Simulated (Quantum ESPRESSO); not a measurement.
# HPbNO4 in Quantum ESPRESSO: the effect of functional

HPbNO4:

```
CELL_PARAMETERS angstrom
3.85404 0.14384 0.09012
-0.25320 5.52698 0.16471
-0.48197 -1.92720 5.72025
ATOMIC_POSITIONS crystal
H 0.10913 0.65718 0.54463
Pb 0.61029 0.52127 0.15100
N 0.91580 0.96263 0.95867
O 0.01384 0.13639 0.88084
O 0.72398 0.01057 0.12858
O 0.00389 0.73732 0.87043
O 0.11927 0.59324 0.37651
```

The cell was built by a generator and needn't be a form met in nature.

Alike in all runs:

| Property | Result |
| --- | --- |
| Program | Quantum ESPRESSO 7.5 |
| Task | band structure |
| Potentials or basis | SG15 PBE 1.2 |
| Cutoff | 1197 eV |
| Density cutoff | 4789 eV |
| k mesh | 4 × 3 × 3 |
| Occupations | fermi-dirac, width 0.05 eV |
| Spin | no spin polarisation |

**Question.** One run gave: gap on the mesh 3.24 eV; pressure -0.8 GPa; largest force 0.36 eV/Å. Which functional did it use?
A. RPBE
B. BLYP
C. AM05
D. r2SCAN

**Answer.** C.

| functional | gap on the mesh (eV) | pressure (GPa) | largest force (eV/Å) |
| --- | --- | --- | --- |
| AM05 | 3.24 | -0.8 | 0.36 |
| RPBE | 3.21 | 1.6 | 0.42 |
| BLYP | 3.19 | 2.1 | 0.67 |
| r2SCAN | 3.71 | -2.6 | 0.48 |

Caveats: the potentials were made for another functional, which shifts forces and pressure; spin-orbit coupling is left out, which as a rule narrows the gap of such compounds by several tenths of an eV; the mesh misses the band edges, which the band path finds closer together.

Not every run made on this cell is shown here.
